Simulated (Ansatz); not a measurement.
**BClH2S2: rigid scan of one bond length in Python**

How does the energy of BClH2S2 change as one bond is stretched? The task is a rigid scan of one bond length, for BClH2S2. SMILES: SB(S)Cl.

Program: the Python package of Ansatz 0.2.0. Level of theory: B3LYP+D4/6-31G*. These are calculated values, not measurements.

### Step 1. The system

Bond lengths: S1–B2 1.825 Å, B2–S3 1.850 Å, B2–Cl4 1.780 Å, S1–H5 1.423 Å, S3–H6 1.420 Å. Angles: S1–B2–S3 118.8°, S1–B2–Cl4 122.7°, S3–B2–Cl4 118.5°, B2–S1–H5 94.4°, B2–S3–H6 93.0°.

No structure file is read: the coordinates are typed or built in the script.

### Step 2. The script

The input, scan_bclh2s2.py:

```python
"""Stretching a bond of BClH2S2, the rest held rigid."""

import warnings

import ansatz as az
import numpy as np

BASIS_SET = "6-31G*"
FUNCTIONAL = "b3lyp"
VDW = "d4"

GEOMETRY = """
S    -0.69710    1.43840   -0.50670
B    -0.23770   -0.24470    0.02910
S     1.54160   -0.61560    0.37330
Cl   -1.42990   -1.55300    0.21370
H    -0.56790    1.15000   -1.89380
H     1.43320   -0.23920    1.73830
"""


def main() -> None:
    warnings.simplefilter("ignore", az.DeckWarning)

    geometry = az.Crystal.molecule()
    for line in GEOMETRY.strip().splitlines():
        symbol, *xyz = line.split()
        geometry = geometry.atom(symbol, [float(v) for v in xyz])

    symbols = [site.symbol for site in geometry.cartesian_sites]
    start = np.array([site.position_ang for site in geometry.cartesian_sites])
    axis = (start[5] - start[2]) / np.linalg.norm(start[5] - start[2])
    moving = [5]
    lengths, energies = [1.21, 1.31, 1.42, 1.56, 1.78, 2.13, 2.56, 3.12], []
    for length in lengths:
        xyz = start.copy()
        xyz[moving] += (length - np.linalg.norm(start[5] - start[2])) * axis
        point = az.Crystal.molecule()
        for symbol, xyz in zip(symbols, xyz):
            point = point.atom(symbol, xyz.tolist())
        setup = (
            point.calculation()
            .basis(gaussian=BASIS_SET)
            .functional(FUNCTIONAL, dispersion=VDW)
        )
        report = setup.run().report
        energies.append(report["free_energy_ev"])
        print(f"r = {length:6.3f} A  E = {energies[-1]:.5f} eV  <S^2> = {abs(report['mean_field']['state']['spin_squared']):.3f}")

    print("energy above the lowest point (eV):", [round(e - min(energies), 3) for e in energies])


if __name__ == "__main__":
    main()
```

### Step 3. What the engine is handed

The package turns the script's settings into the engine's input (first run):

```yaml
crystal:
  periodic: [false, false, false]
  atoms:
    - { symbol: S, position_ang: [-0.6971, 1.4384, -0.5067] }
    - { symbol: B, position_ang: [-0.2377, -0.2447, 0.0291] }
    - { symbol: S, position_ang: [1.5416, -0.6156, 0.3733] }
    - { symbol: Cl, position_ang: [-1.4299, -1.553, 0.2137] }
    - { symbol: H, position_ang: [-0.5679, 1.15, -1.8938] }
    - { symbol: H, position_ang: [1.4492367692007704, -0.29488487017684467, 1.5363609782375318] }
basis:
  gaussian:
    orbitals: "6-31G*"
hamiltonian:
  xc: b3lyp
  dispersion: d4
```

### Step 4. The run

Run with:

```sh
python scan_bclh2s2.py
```

Without the output at hand: what should come out? Wanted: range of energy; lowest point, distance.

**Answer**, as computed:

```
                  quantity     value
             runs compared         8
           range of energy  4.533 eV
lowest point, distance (Å)      1.31
```

In words: The curve has its lowest point inside the range, at 1.31. The ends stand 0.315 and 4.53 eV above it. The distance scanned is the script's pair 2, 5. What to keep in mind:
- The rest of the molecule is held rigid at a force-field or estimated start geometry, and the basis set is modest; single-reference methods fail as a bond breaks.
- b3lyp holds the VWN-RPA fit, as in Gaussian; the form of ORCA and Turbomole is b3lyp5.
- The orbitals are restricted, so S² is zero by construction.
- Toward dissociation an unrestricted state lies under the restricted one, by 1 to 2 eV or more.
